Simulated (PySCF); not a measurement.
**The bond of CaCd+, level by level**

An exercise on one series of results from a longer session: the logs are not shown, and one member is left open.

Program: PySCF 2.14.0. Level of theory: Ca def2-SVP, Cd def2-SVP with ECP28, scalar-relativistic core potentials. These are calculated values, not measurements.

1 further run of the same task is left out (it didn't finish).

The first run:

Settings of the job:

```json
{
 "atoms": "Ca, Cd",
 "charge": "1",
 "basis": "Ca def2-SVP, Cd def2-SVP with ECP28",
 "Hamiltonian": "scalar-relativistic core potentials",
 "basis functions": "55",
 "electrons treated": "39",
 "masses in u": "39.9626, 113.9034",
 "levels": "PBE0, PBE, r²SCAN, TPSSh, PW91, TPSS, HF, MP2, SCS-MP2",
 "grid": "80 radial by 434 angular points",
 "occupations": "held fixed by the projection of orbital angular momentum",
 "dissociation limit": "Ca+ + Cd, each in its ground configuration",
 "starting distance in angstrom": "3.090",
 "values of 2S to try": "1, 3"
}
```

Launch:

```console
$ OMP_NUM_THREADS=1 python dia.py task.json out
```

Steps of the session up to this table: The job; First curve: PBE0; Higher solutions at PBE0; PBE; r²SCAN; TPSSh (hybrid meta-GGA); PW91 (GGA); TPSS (meta-GGA); UHF.

One table of the session follows, with a row left open; its other results are not shown here.

| level | Re (Å) | ωe (cm⁻¹) | De (eV) |
| --- | --- | --- | --- |
| UHF | 3.586 | 90.1 | 0.375 |
| UHF-MP2 | 3.398 | 99.9 | 0.429 |
| UHF-SCS-MP2 | 3.432 | 96.4 | 0.403 |
| PBE | 3.314 | 111.4 | 0.64 |
| PW91 | ? | ? | ? |
| TPSS | 3.314 | 112.2 | 0.65 |
| r²SCAN | 3.305 | 113.4 | 0.62 |
| TPSSh | 3.327 | 111.5 | 0.64 |
| PBE0 | 3.344 | 110.0 | 0.60 |

Q: Estimate the row for PW91 from the others.

As computed: Re (Å): 3.301; ωe (cm⁻¹): 112.6; De (eV): 0.66. In the column «Re (Å)» it is the lowest.

De is counted to Ca+ + Cd in their ground configurations.
